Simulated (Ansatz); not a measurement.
# BP (zinc blende): the cost of one run

Method: DFT LDA, scalar-relativistic, plane waves, PAW, in Ansatz 0.2.0.

## (1) The system as given

It takes space group F-43m (No. 216, cubic). Conventional cell: a = 4.535 Å, b = 4.535 Å, c = 4.535 Å, α = 90.00°, β = 90.00°, γ = 90.00°. B (site symmetry -43m) is surrounded by 4 P at 1.96 Å. P (site symmetry -43m) has 4 B at 1.96 Å as nearest neighbours.

As a file:

```xyz
2
Lattice="0.0000 2.2675 2.2675 2.2675 0.0000 2.2675 2.2675 2.2675 0.0000" Properties=species:S:1:pos:R:3 pbc="T T T"
B     0.0000    0.0000    0.0000
P     1.1338    1.1338    1.1338
```

## (2) Phonons: BP (zinc blende), no spin, volume × 1

Input file input.yaml:

```yaml
crystal:
  lattice:
    - [0.0, 2.2675, 2.2675]
    - [2.2675, 0.0, 2.2675]
    - [2.2675, 2.2675, 0.0]
  atoms:
    - { symbol: B, position: [0.0, 0.0, 0.0] }
    - { symbol: P, position: [0.25, 0.25, 0.25] }
scf:
  occupations: { method: fixed }
output: {}
hamiltonian:
  xc: lda
basis:
  ecutwfc: 520
kpoints:
  mp_grid: { grid: [12, 12, 12] }
phonons:
  method: dfpt
  dielectric: true
  eigenvectors: false
  rigid_motions: translations
  raman: true
```

On the command line:

```
> ansatz run input.yaml --threads 2 --pin off --max-ram 6144MiB --backend cpu --events-out ev --progress --plain --runs-dir out
```

What time and memory should one allow on 2 threads of Arm Neoverse V2, shared host?

About 50 s, with a peak of 0.62 GiB.
